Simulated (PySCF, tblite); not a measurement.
# C4H9ClO2Si2: geometry, infrared bands and NMR shifts

What infrared bands and NMR shifts should C4H9ClO2Si2 (`CO[SiH2]/C=C(/C=O)[SiH2]Cl`) show?

Computed with tblite 0.8.0 and PySCF 2.14.0, with density-fitted response routines of our own, on a single molecule in the gas phase. Atoms are numbered from 0 throughout.

## Step 1: The molecule as given

18 atoms, charge 0, multiplicity 1; geometry from: force field or distance geometry start.

Bonds of the start (Å): C0–O1 1.43, O1–Si2 1.66, Si2–C3 1.85, C3–C4 1.34, C4–C5 1.49, C5–O6 1.22, C4–Si7 1.84, Si7–Cl8 2.06, C0–H9 1.09, C0–H10 1.09, C0–H11 1.10, Si2–H12 1.48, Si2–H13 1.47, C3–H14 1.10, C5–H15 1.12, Si7–H16 1.49, Si7–H17 1.48.

## Step 2: Relaxing the molecule with GFN2-xTB

The job: settings as JSON, then the geometry in Å.

```
{"job": {"kind": "relax", "xc": "GFN2-xTB", "basis": "xTB"}, "charge": 0, "multiplicity": 1}
C      2.511000    -1.757400    -0.702600
O      1.702900    -0.695300    -0.193200
Si     0.592500    -1.064600     0.989400
C     -0.584000     0.346500     1.245300
C     -1.200400     1.140400     0.365400
C     -2.082700     2.191500     0.948000
O     -2.657800     3.054100     0.295900
Si    -1.101800     1.145900    -1.475300
Cl    -1.956300    -0.654800    -2.001600
H      3.103200    -2.221900     0.088700
H      3.181900    -1.333600    -1.447400
H      1.880300    -2.511600    -1.200600
H     -0.177400    -2.265500     0.593300
H      1.292200    -1.349000     2.252800
H     -0.747000     0.484600     2.321100
H     -2.182000     2.167700     2.061800
H     -1.872300     2.205800    -2.174300
H      0.288900     1.123500    -1.978200
```

Started as:

```bash
$ OMP_NUM_THREADS=1 python probes_run.py task.json out
```

The driver reads the jobs from task.json and runs them one after another.

**Question.** This job is followed by: GFN2-xTB harmonic vibrations, gas phase; GIAO PBE0/pcSseg-1 NMR shielding, non-relativistic, gas phase. Predict these results of the whole session: strongest single infrared mode (GFN2-xTB); zero-point energy (GFN2-xTB); 13C shifts against TMS (PBE0/pcSseg-1); 1H shifts against TMS (PBE0/pcSseg-1, means over atoms taken as alike); 17O shifts against H2O (PBE0/pcSseg-1); 29Si shifts against TMS (PBE0/pcSseg-1); 35Cl shifts against HCl (PBE0/pcSseg-1); surface potential, 1st and 99th percentile.

**Answer**, as computed:

| quantity | value |
| --- | --- |
| strongest single infrared mode (GFN2-xTB) | 2209 cm⁻¹, 432 km/mol |
| zero-point energy (GFN2-xTB) | 72.8 kcal/mol |
| 13C shifts against TMS (PBE0/pcSseg-1) | 201.3, 174.7, 165.7, 53.2 ppm |
| 1H shifts against TMS (PBE0/pcSseg-1, means over atoms taken as alike) | 9.66, 7.74, 5.58, 5.32, 3.87 ppm |
| 17O shifts against H2O (PBE0/pcSseg-1) | 695.7, -0.6 ppm |
| 29Si shifts against TMS (PBE0/pcSseg-1) | -27.6, -30.2 ppm |
| 35Cl shifts against HCl (PBE0/pcSseg-1) | -63 ppm |
| surface potential, 1st and 99th percentile | -1.48 V and 1.43 V |

Over 99 steps the energy fell by 0.289 eV; of the close pairs, C4–Si7 changed most, 1.843 to 1.898 Å. All 48 modes are real, so the xTB geometry is a minimum. The strongest single mode, at 2209 cm⁻¹, moves mainly H13. GFN2-xTB is a fitted tight-binding method: band positions and strengths are rough. Its intensities can rank the bands wrongly. The most deshielded carbon is C5 (aldehyde carbonyl carbon), at 201.3 ppm: the double bond to the heteroatom, with no lone-pair donor beside it, deshields it most. The most deshielded hydrogen is H15 (hydrogen on an aldehyde carbonyl carbon), at 9.66 ppm: the C=O anisotropy and electron withdrawal place aldehyde protons far downfield. At PBE0/pcSseg-1: Shielding is most anisotropic at O6 (span 1332 ppm, paramagnetic term -757 ppm). At PBE0/pcSseg-1, counted by nearest atom on the grid, the HOMO lies on O6 52 %; H15 14 %, the LUMO on C3 30 %; C4, C5 about 16 % each.
